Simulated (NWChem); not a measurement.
# HF/3-21G run of CH6FNSn (SMILES [CH3][SnH]([NH2])[F])

Aim: the vertical ionisation energy of CH6FNSn at HF/3-21G, from 2 runs. 

Program for the calculation: NWChem 7.3.0.

3 further runs of the same task are left out: 1 that didn't finish, 2 set aside as unsound or not needed. Runs told in other sessions of the task aren't counted.

**1. The molecule**

CH6FNSn has 10 atoms, charge 0, and is taken as a singlet. As SMILES, `[CH3][SnH]([NH2])[F]`. The shape is that of a PBE0-D4/def2-TZVP optimisation. This is one conformer, not always the lowest.

Bond lengths: C1–Sn2 2.121 Å, Sn2–N3 2.000 Å, Sn2–F4 1.931 Å, C1–H5 1.090 Å, C1–H6 1.090 Å, C1–H7 1.089 Å, Sn2–H8 1.704 Å, N3–H9 1.008 Å, N3–H10 1.008 Å. Some angles: C1–Sn2–N3 111.9°, C1–Sn2–F4 103.5°, N3–Sn2–F4 105.0°, C1–Sn2–H8 120.3°, N3–Sn2–H8 111.0°, F4–Sn2–H8 103.2°, Sn2–C1–H5 108.9°, Sn2–C1–H6 110.7°, Sn2–C1–H7 109.4°, Sn2–N3–H9 117.9°.

**2. Energy and gradient at HF/3-21G**

Contents of ch6fnsn.xyz:

```xyz
10

C     -1.023300     1.186900     0.305600
Sn    -0.012600    -0.424100    -0.632800
N      1.522200    -1.085200     0.465800
F     -1.308600    -1.855400    -0.593400
H     -1.191500     0.935400     1.352900
H     -0.432400     2.100700     0.242800
H     -1.985300     1.342500    -0.181300
H      0.413300    -0.329300    -2.280300
H      1.719700    -0.610700     1.333200
H      2.381600    -1.312000    -0.009700
```

Contents of run.py:

```python
from ase.io import read
from ase.calculators.nwchem import NWChem

mol = read('ch6fnsn.xyz')

calc = NWChem(
    label='ch6fnsn',
    theory='scf',
    memory='2200 mb',
    basis='3-21G',
    basispar='spherical bse',
    scf={'nopen': '0', 'rhf': None, 'thresh': '1e-08', 'maxiter': '80'},
)
mol.calc = calc

forces = mol.get_forces()
print(f"energy = {mol.get_potential_energy():.6f} eV")
print("forces (eV/A):")
for s, f in zip(mol.symbols, forces):
    print(f"{s:2s} {f[0]:10.5f} {f[1]:10.5f} {f[2]:10.5f}")
print("dipole (e A):", mol.get_dipole_moment().round(4))
```

Run with:

```bash
export ASE_NWCHEM_COMMAND="nwchem PREFIX.nwi > PREFIX.nwo"
python run.py
```

The program printed:

```text
energy = -168452.604237 eV
forces (eV/A):
C     0.00679    0.37662    0.03610
Sn   -0.81884   -1.78615    0.37949
N     0.32740    1.08619   -0.42079
F     0.57577    0.61465   -0.04078
H    -0.03826    0.18075   -0.19869
H    -0.25732   -0.07312    0.10542
H     0.15869    0.11256    0.21978
H     0.20013    0.23433   -0.40099
H    -0.05291   -0.40546    0.09241
H    -0.10146   -0.34036    0.22801
dipole (e A): [0.5194 0.7816 0.0258]
```

The calculator wrote ch6fnsn.nwi:

```
title "ch6fnsn"

permanent_dir ch6fnsn

scratch_dir ch6fnsn

start ch6fnsn

geometry units angstrom nocenter noautosym noautoz
  C  -1.0233000000000001e+00 1.1869000000000001e+00 3.0559999999999998e-01
  Sn -1.2600000000000000e-02 -4.2409999999999998e-01 -6.3280000000000003e-01
  N  1.5222000000000000e+00 -1.0851999999999999e+00 4.6579999999999999e-01
  F  -1.3086000000000000e+00 -1.8553999999999999e+00 -5.9340000000000004e-01
  H  -1.1915000000000000e+00 9.3540000000000001e-01 1.3529000000000000e+00
  H  -4.3240000000000001e-01 2.1006999999999998e+00 2.4279999999999999e-01
  H  -1.9853000000000001e+00 1.3425000000000000e+00 -1.8129999999999999e-01
  H  4.1330000000000000e-01 -3.2929999999999998e-01 -2.2803000000000000e+00
  H  1.7197000000000000e+00 -6.1070000000000002e-01 1.3331999999999999e+00
  H  2.3816000000000002e+00 -1.3120000000000001e+00 -9.7000000000000003e-03
end

memory 2200 mb

basis spherical bse noprint
   * library 3-21G
end

scf
  nopen 0
  rhf
  thresh 1e-08
  maxiter 80
end

task scf gradient
```

ch6fnsn.nwo (excerpt; [...] marks lines left out):

```text
[...]
         Total SCF energy =  -6190.519074839865
      One-electron energy =  -9370.466320940723
      Two-electron energy =   2764.119166885962
 Nuclear repulsion energy =    415.828079214895
[... 3 lines left out ...]
             Final eigenvalues
[... 53 lines left out ...]
                       ROHF Final Molecular Orbital Analysis
[...]
  wavefunction    =   RHF
                         RHF ENERGY GRADIENTS
    atom               coordinates                        gradient
                 x          y          z           x          y          z
   1 C      -1.933757   2.242916   0.577500   -0.000132  -0.007324  -0.000702
   2 Sn     -0.023811  -0.801433  -1.195819    0.015924   0.034735  -0.007380
   3 N       2.876541  -2.050731   0.880234   -0.006367  -0.021123   0.008183
[... 6 lines of this table left out ...]
  10 H       4.500571  -2.479320  -0.018330    0.001973   0.006619  -0.004434
[...]
```

Wall time 9.6 s (1 thread of AMD EPYC 9R45 (Zen 5), shared host); peak memory 0.1 GiB.

**3. The doublet cation: the energy at UHF/3-21G**

Contents of job.xyz:

```xyz
10
CH6FNSn
C     -1.023300     1.186900     0.305600
Sn    -0.012600    -0.424100    -0.632800
N      1.522200    -1.085200     0.465800
F     -1.308600    -1.855400    -0.593400
H     -1.191500     0.935400     1.352900
H     -0.432400     2.100700     0.242800
H     -1.985300     1.342500    -0.181300
H      0.413300    -0.329300    -2.280300
H      1.719700    -0.610700     1.333200
H      2.381600    -1.312000    -0.009700
```

Contents of run.py:

```python
from ase.io import read
from ase.calculators.nwchem import NWChem

molecule = read('job.xyz')

calc = NWChem(
    label='job',
    theory='scf',
    memory='2200 mb',
    basis='3-21G',
    basispar='spherical bse',
    charge=1,
    scf={'nopen': '1', 'uhf': None, 'thresh': '1e-08', 'maxiter': '80'},
    task='energy',
)
molecule.calc = calc

print(f"energy = {molecule.get_potential_energy():.6f} eV")
```

Run with:

```bash
export ASE_NWCHEM_COMMAND="nwchem PREFIX.nwi > PREFIX.nwo"
python run.py
```

The program printed:

```text
energy = -168444.520304 eV
```

The calculator wrote job.nwi:

```
title "job"

permanent_dir job

scratch_dir job

start job

geometry units angstrom nocenter noautosym noautoz
  C  -1.0233000000000001e+00 1.1869000000000001e+00 3.0559999999999998e-01
  Sn -1.2600000000000000e-02 -4.2409999999999998e-01 -6.3280000000000003e-01
  N  1.5222000000000000e+00 -1.0851999999999999e+00 4.6579999999999999e-01
  F  -1.3086000000000000e+00 -1.8553999999999999e+00 -5.9340000000000004e-01
  H  -1.1915000000000000e+00 9.3540000000000001e-01 1.3529000000000000e+00
  H  -4.3240000000000001e-01 2.1006999999999998e+00 2.4279999999999999e-01
  H  -1.9853000000000001e+00 1.3425000000000000e+00 -1.8129999999999999e-01
  H  4.1330000000000000e-01 -3.2929999999999998e-01 -2.2803000000000000e+00
  H  1.7197000000000000e+00 -6.1070000000000002e-01 1.3331999999999999e+00
  H  2.3816000000000002e+00 -1.3120000000000001e+00 -9.7000000000000003e-03
end

charge 1

memory 2200 mb

basis spherical bse noprint
   * library 3-21G
end

scf
  nopen 1
  uhf
  thresh 1e-08
  maxiter 80
end

task scf energy
```

job.nwo (excerpt; [...] marks lines left out):

```text
[...]
      One electron energy =  -9352.797287659690
[... 1 line left out ...]
 Nuclear repulsion energy =    415.828079214895
[... 61 lines left out ...]
          Final beta eigenvalues
[... 244 lines left out ...]
                     UHF Final Beta Molecular Orbital Analysis
[...]
```

Run time: 12 s. Hardware: 1 thread of AMD EPYC 9R45 (Zen 5), shared host; peak memory 0.095 GiB.

**4. Outcome**

Level: HF/3-21G.

```
                                          quantity           value
                     singlet CH6FNSn: total energy  -6190.51907 Eh
                    singlet CH6FNSn: dipole moment          4.51 D
                      singlet CH6FNSn: HOMO energy       -10.53 eV
                      singlet CH6FNSn: LUMO energy         3.94 eV
                    singlet CH6FNSn: HOMO–LUMO gap        14.46 eV
         singlet CH6FNSn: largest force on an atom      2.001 eV/Å
                      doublet cation: total energy  -6190.22200 Eh
doublet cation: HOMO energy (highest over α and β)       -16.47 eV
 doublet cation: LUMO energy (lowest over α and β)        -6.13 eV
                              doublet cation: ⟨S²⟩           0.758
vertical ionisation energy (to the doublet cation)        8.084 eV
```

What this shows: Removing an electron at fixed nuclei costs 8.08 eV (186 kcal/mol). The largest force (singlet CH6FNSn) is 2.00 eV/Å: the shape isn't a stationary point for this species at this level. −ε(HOMO) before ionisation, 10.53 eV, is 2.44 eV above this ionisation energy. Relativity is left out (singlet CH6FNSn) although the molecule holds a heavy atom. Mulliken charges (doublet cation) run from -1.09 on C1 to +1.67 on Sn2. Relativity is left out (doublet cation) although the molecule holds a heavy atom.
